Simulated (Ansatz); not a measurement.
A nudged elastic band was laid between two geometries of a periodic cell of 17 atoms, Ta16H (host Ta, host structure bcc, interstitial H).

These are results of DFT PBE, scalar-relativistic, plane waves, PAW in Ansatz, not measurements. Settings: cutoff 250 eV, k mesh 3x3x3, gaussian smearing 0.1 eV, no spin polarisation.

| Property | Result |
| --- | --- |
| movable images | 3 |
| climbing image | yes |
| spring | 5.0 eV/Å² |
| optimiser | quadratic models (default) |
| start path | default |
| force threshold | 0.05 eV/Å |
| iteration limit | 50 |
| end points | relaxed |

First end point:

```xyz
17
Lattice="6.6200 0.0000 0.0000 0.0000 6.6200 0.0000 0.0000 0.0000 6.6200" Properties=species:S:1:pos:R:3
Ta -0.056 -0.002 -0.039
Ta 3.372 -0.002 -0.039
Ta 0.006 3.308 0.005
Ta -0.003 -0.002 3.320
Ta 1.658 1.712 1.689
Ta 3.310 3.308 0.005
Ta 3.318 -0.002 3.320
Ta 4.968 1.650 1.646
Ta 0.014 3.308 3.315
Ta 1.658 4.904 1.689
Ta 1.658 1.659 4.950
Ta 3.301 3.308 3.315
Ta 4.968 4.966 1.646
Ta 4.968 1.642 4.955
Ta 1.658 4.958 4.950
Ta 4.968 4.974 4.955
H 1.658 -0.002 0.824
```

Last end point:

```xyz
17
Lattice="6.6200 0.0000 0.0000 0.0000 6.6200 0.0000 0.0000 0.0000 6.6200" Properties=species:S:1:pos:R:3
Ta -0.039 0.004 -0.061
Ta 3.320 0.004 -0.007
Ta 0.005 3.314 0.001
Ta -0.039 0.004 3.367
Ta 1.690 1.718 1.653
Ta 3.315 3.314 0.009
Ta 3.320 0.004 3.314
Ta 4.951 1.665 1.653
Ta 0.005 3.314 3.305
Ta 1.690 4.911 1.653
Ta 1.646 1.656 4.963
Ta 3.315 3.314 3.297
Ta 4.951 4.964 1.653
Ta 4.956 1.648 4.963
Ta 1.646 4.972 4.963
Ta 4.956 4.980 4.963
H 0.825 0.005 1.653
```

(1) Which bonds break or form, and what moves?

(2) Give the energies along the band, and the barrier.

(3) What is the geometry of the highest image?

Answers

(1) Contacts lost: Ta2–H17. Contacts made: Ta4–H17. The atom that moves furthest is H17, by 1.18 Å.

(2) The forces met the threshold. The highest image is number 2 of 0 to 4, 0.192 eV above the ends, which have the same energy within 2 meV. The order of the stationary point at the top wasn't checked. The plane-wave cutoff is below what these datasets need, so energies and pressures aren't converged. Limits of this set-up: coarse k mesh, odd electron count without spin.

| image | path coordinate (Å) | energy (eV) | Ta2–H17 (Å) | Ta4–H17 (Å) |
| --- | --- | --- | --- | --- |
| 0 | 0.00 | 0.000 | 1.92 | 3.00 |
| 1 | 0.29 | 0.098 | 2.12 | 2.71 |
| 2 | 0.59 | 0.192 | 2.41 | 2.41 |
| 3 | 0.88 | 0.099 | 2.71 | 2.12 |
| 4 | 1.17 | 0.000 | 3.00 | 1.92 |

(3) 
```xyz
17
Lattice="6.6200 0.0000 0.0000 0.0000 6.6200 0.0000 0.0000 0.0000 6.6200" Properties=species:S:1:pos:R:3:forces:R:3
Ta -0.056 0.001 -0.059 -0.01 0.00 -0.01
Ta 3.319 0.001 -0.011 0.01 0.00 -0.01
Ta -0.006 3.311 -0.009 0.00 0.00 0.00
Ta -0.008 0.001 3.317 0.00 0.00 0.01
Ta 1.679 1.757 1.676 0.00 0.01 0.00
Ta 3.314 3.311 0.001 0.00 0.00 0.00
Ta 3.317 0.001 3.314 0.01 0.00 0.01
Ta 4.961 1.653 1.647 0.00 0.01 0.00
Ta 0.004 3.311 3.311 0.00 0.00 0.00
Ta 1.679 4.865 1.676 0.00 -0.01 0.00
Ta 1.650 1.653 4.958 0.00 0.01 0.00
Ta 3.322 3.311 3.319 0.00 0.00 0.00
Ta 4.961 4.970 1.648 0.00 -0.01 0.00
Ta 4.956 1.632 4.953 0.00 0.00 0.00
Ta 1.650 4.970 4.958 0.00 -0.01 0.00
Ta 4.956 4.990 4.953 0.00 0.00 0.00
H 1.272 0.001 1.270 0.00 0.00 0.00
```

Time of the run: 97 s on 4 threads of Intel(R) Xeon(R) Platinum 8259CL CPU @ 2.50GHz (Skylake/Cascade Lake), on a shared host, peak memory 1.2 GiB.
